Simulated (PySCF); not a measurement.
# Changing the system itself: GaH⁺

How does GaH⁺ answer to another spin, charge, distance or environment?

The runs use PySCF 2.14.0; each script names its method and basis.

1 further run of the same task is left out (it didn't finish).

### 1 Where the work starts

GaH⁺: 2 atoms, charge 1, spin multiplicity 2.

Bond lengths: Ga1–H2 1.544 Å.

### 2 The run that the others are compared with

The input, input.py:

```python
from pyscf import gto, scf

mol = gto.M(
    atom='Ga 0 0 0; H 0 0 1.544',
    basis='crenbl',
    ecp={'Ga': 'crenbl'},
    charge=1,
    spin=1,
    verbose=4,
)
mf = scf.UHF(mol)
mf.kernel()
mf.dip_moment()
print('orbital energies (hartree):', [e[max(0, n-3):n+3].round(4) for e, n in zip(mf.mo_energy, mol.nelec)])
```

Launch:

```
OMP_NUM_THREADS=1 python input.py
```

Its log is not repeated here.

Base result: E(SCF) = -77.819940 Eh, 11 cycles, ⟨S²⟩ = 0.780.

The bond length is a typed value, not an optimised one. The dipole of an ion depends on the origin.

### 3 PCM, ε = 2.27

Edit 1 changes solvent: none (gas phase) → PCM, ε = 2.27.

The input, input.py:

```python
from pyscf import gto, scf, solvent

mol = gto.M(
    atom='Ga 0 0 0; H 0 0 1.544',
    basis='crenbl',
    ecp={'Ga': 'crenbl'},
    charge=1,
    spin=1,
    verbose=4,
)
mf = scf.UHF(mol)
mf = solvent.PCM(mf)
mf.with_solvent.eps = 2.27
mf.kernel()
mf.dip_moment()
print('orbital energies (hartree):', [e[max(0, n-3):n+3].round(4) for e, n in zip(mf.mo_energy, mol.nelec)])
```

Launch:

```
OMP_NUM_THREADS=1 python input.py
```

### 4 Quartet

Edit 2 changes spin (2S): 1 → 3.

input.py, as its differences from that of step 2:

```diff
@@ -7,3 +7,3 @@
     charge=1,
-    spin=1,
+    spin=3,
     verbose=4,
```

### 5 Bond 1.729 Å

Edit 3 changes bond length: 1.544 Å → 1.729 Å.

input.py, as its differences from that of step 2:

```diff
@@ -3,3 +3,3 @@
 mol = gto.M(
-    atom='Ga 0 0 0; H 0 0 1.544',
+    atom='Ga 0 0 0; H 0 0 1.729',
     basis='crenbl',
```

### 6 Charge +3

Edit 4 changes charge: 1 → 3.

input.py, as its differences from that of step 2:

```diff
@@ -6,3 +6,3 @@
     ecp={'Ga': 'crenbl'},
-    charge=1,
+    charge=3,
     spin=1,
```

Before running it: what results should come out? Wanted: for each run, E(SCF); from base; gap, α spin.

The runs gave:

```csv
run,E(SCF) (hartree),from base (eV),cycles,"gap, α spin (eV)"
base,-77.819940,0,11,11.73
"PCM, ε = 2.27",-77.887540,-1.8395,11,11.65
quartet,-77.594670,+6.1299,9,7.55
bond 1.729 Å,-77.819657,+0.0077,10,11.92
charge +3,-76.120253,+46.2509,9,17.12
```

In words: The largest comparable shift of the SCF energy, +6.130 eV, comes with the run “quartet”. A continuum solvent with ε = 2.27 lowers the energy by 1.839 eV, a large gain because the system is charged. The quartet solution found lies 6.13 eV above the base doublet at this geometry and level.
